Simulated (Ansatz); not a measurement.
# AlH₆NOSi: basis-set convergence

Aim: see how fast density functionals converge with the basis set for AlH₆NOSi.

The runs use Ansatz 0.2.0, Gaussian basis; one geometry, several basis sets.

The runs, in order: PBE0-D4/def2-SVP; ωB97M-V/def2-SVP; PBE0-D4/def2-QZVPP; ωB97M-V/def2-QZVPP; the functionals' def2-TZVPP values are taken from earlier runs.

## (1) The geometry

All runs share one geometry, relaxed beforehand with PBE0-D4 in a triple-zeta def2 set.

SMILES `[NH2][AlH][SiH2]O`, 10 atoms, charge 0, spin multiplicity 1.

Atoms are counted from 1 here; the program's logs count them from 0.

Bond lengths: N1–Al2 1.771 Å, N1–H5 1.008 Å, N1–H6 1.008 Å, Al2–Si3 2.466 Å, Al2–H7 1.589 Å, Si3–O4 1.666 Å, Si3–H8 1.498 Å, Si3–H9 1.490 Å, O4–H10 0.958 Å. Angles: Al2–N1–H5 125.3°, Al2–N1–H6 124.5°, H5–N1–H6 110.1°, N1–Al2–Si3 115.9°, N1–Al2–H7 117.2°, Si3–Al2–H7 126.9°, Al2–Si3–O4 112.2°, Al2–Si3–H8 111.5°, Al2–Si3–H9 112.0°, O4–Si3–H8 110.3°, O4–Si3–H9 104.5°, H8–Si3–H9 106.0°, Si3–O4–H10 116.4°.

## (2) PBE0-D4 in def2-SVP

File in.yaml:

```yaml
crystal:
  periodic: [false, false, false]
  atoms:
    - {symbol: N, position_ang: [-0.443456, 1.949836, -0.485909]}
    - {symbol: Al, position_ang: [0.161371, 0.932523, 0.830955]}
    - {symbol: Si, position_ang: [0.498125, -1.448376, 0.284802]}
    - {symbol: O, position_ang: [-0.117796, -1.843158, -1.212395]}
    - {symbol: H, position_ang: [-0.638774, 2.936041, -0.417004]}
    - {symbol: H, position_ang: [-0.588291, 1.632558, -1.431226]}
    - {symbol: H, position_ang: [0.407642, 1.632878, 2.235767]}
    - {symbol: H, position_ang: [-0.081863, -2.341329, 1.338209]}
    - {symbol: H, position_ang: [1.942764, -1.801076, 0.197565]}
    - {symbol: H, position_ang: [-1.056522, -1.700997, -1.337862]}
basis:
  gaussian: {orbitals: def2-SVP}
hamiltonian: {xc: pbe0, dispersion: d4}
output: {orbitals: {seedname: orbitals}}
```

On the command line:

```bash
ansatz run in.yaml --threads 2 --pin off --events-out ev --progress --plain --max-ram 4352MiB
```

The runs that follow: ωB97M-V in def2-SVP; PBE0-D4 in def2-QZVPP; ωB97M-V in def2-QZVPP.

Q: Predict the results of all the runs planned. Wanted: PBE0-D4: double and triple zeta above quadruple; ωB97M-V: double and triple zeta above quadruple.

The runs gave:

| quantity | value |
| --- | --- |
| PBE0-D4: double and triple zeta above quadruple | 10.49, 0.71 eV |
| ωB97M-V: double and triple zeta above quadruple | 10.61, 0.68 eV |

In words: PBE0-D4 gains 9.78 eV from double to triple zeta, then 0.71 eV more. Total energies overstate the basis error of differences, where much of it tends to cancel.
